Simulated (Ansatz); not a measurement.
**C₂H₆OSiTe: a ladder of functionals and wavefunction methods**

One table from this session's results is given with a row withheld; the runs are named, their logs left out.

Computed with Ansatz 0.2.0, Gaussian basis. Level: functionals in def2-TZVPP, the program's frozen cores in correlated methods.

Plan: PBE-D4, r2SCAN-D4, PBE0-D4, B3LYP-D4, ωB97X-V, ωB97M-V, B2PLYP; CCSD(T)/def2-TZVPP; MP2/def2-QZVPP; extrapolation to the limit.

### The relaxed structure

The geometry comes from an earlier relaxation with PBE0-D4 in a triple-zeta def2 set; it is a stationary point, not always the lowest conformer. Te takes the def2 core potential; no spin-orbit term is included.

SMILES `CC(=O)[Te][SiH3]`, 11 atoms, charge 0, spin multiplicity 1.

Atoms are counted from 1 here; the program's logs count them from 0.

Bond lengths: C1–C2 1.497 Å, C1–H6 1.093 Å, C1–H7 1.091 Å, C1–H8 1.093 Å, C2–O3 1.189 Å, C2–Te4 2.189 Å, Te4–Si5 2.492 Å, Si5–H9 1.484 Å, Si5–H10 1.486 Å, Si5–H11 1.486 Å. Angles: C2–C1–H6 109.7°, C2–C1–H7 109.5°, C2–C1–H8 109.7°, H6–C1–H7 110.1°, H6–C1–H8 107.7°, H7–C1–H8 110.1°, C1–C2–O3 125.1°, C1–C2–Te4 117.0°, O3–C2–Te4 117.9°, C2–Te4–Si5 99.3°, Te4–Si5–H9 106.0°, Te4–Si5–H10 111.5°, Te4–Si5–H11 111.5°, H9–Si5–H10 109.7°, H9–Si5–H11 109.7°, H10–Si5–H11 108.5°.

Set-up of the first run:

The input, in.yaml:

```yaml
crystal:
  periodic: [false, false, false]
  atoms:
    - {symbol: C, position_ang: [1.103808, 0.402916, -0.966831]}
    - {symbol: C, position_ang: [-0.112016, -0.049532, -1.714215]}
    - {symbol: O, position_ang: [-0.212061, -0.087491, -2.898470]}
    - {symbol: Te, position_ang: [-1.832677, -0.688224, -0.520829]}
    - {symbol: Si, position_ang: [-0.893303, -0.339088, 1.760928]}
    - {symbol: H, position_ang: [0.847811, 1.249298, -0.325185]}
    - {symbol: H, position_ang: [1.880805, 0.691238, -1.675885]}
    - {symbol: H, position_ang: [1.462542, -0.404472, -0.324105]}
    - {symbol: H, position_ang: [-1.964739, -0.735852, 2.708298]}
    - {symbol: H, position_ang: [-0.526378, 1.083013, 1.988266]}
    - {symbol: H, position_ang: [0.311605, -1.178703, 1.988826]}
basis:
  gaussian: {orbitals: def2-TZVPP}
hamiltonian: {xc: pbe, dispersion: d4}
output: {forces: true, orbitals: {seedname: orbitals}}
```

Started as:

```console
$ ansatz run in.yaml --threads 4 --pin off --events-out ev --progress --plain --max-ram 10444MiB
```

Among the steps run: PBE-D4 (GGA); r2SCAN-D4 (meta-GGA); PBE0-D4 (hybrid); B3LYP-D4 (hybrid); ωB97X-V (range-separated); ωB97M-V (range-separated); B2PLYP (double hybrid); CCSD(T) in def2-TZVPP; MP2 in def2-QZVPP.

One of the session's tables, all rows but one given; the rest of the session is left out.

It belongs to the step «Atomisation energies». 

```
            method  atomisation energy (kJ/mol)
            PBE-D4                       3990.3
         r2SCAN-D4                       3912.3
           PBE0-D4                       3898.6
          B3LYP-D4                       3895.7
           ωB97X-V                            ?
           ωB97M-V                       3884.5
            B2PLYP                       3844.1
     HF/def2-TZVPP                       2753.1
    MP2/def2-TZVPP                       3845.9
   CCSD/def2-TZVPP                       3711.2
CCSD(T)/def2-TZVPP                       3785.2
           MP2/CBS                       3964.9
       CCSD(T)/CBS                       3904.3
```

Q: Estimate the row for ωB97X-V from the others.

The run gave: atomisation energy (kJ/mol): 3902.6. In the column «atomisation energy (kJ/mol)» it lies between PBE0-D4 (3898.6) and CCSD(T)/CBS (3904.3).

To keep in mind: Free atoms (2 C, 1 O, 1 Te, 1 Si, 6 H) were run apart at each level; the atomisation energy is their sum less the molecule, without zero-point or spin-orbit terms.
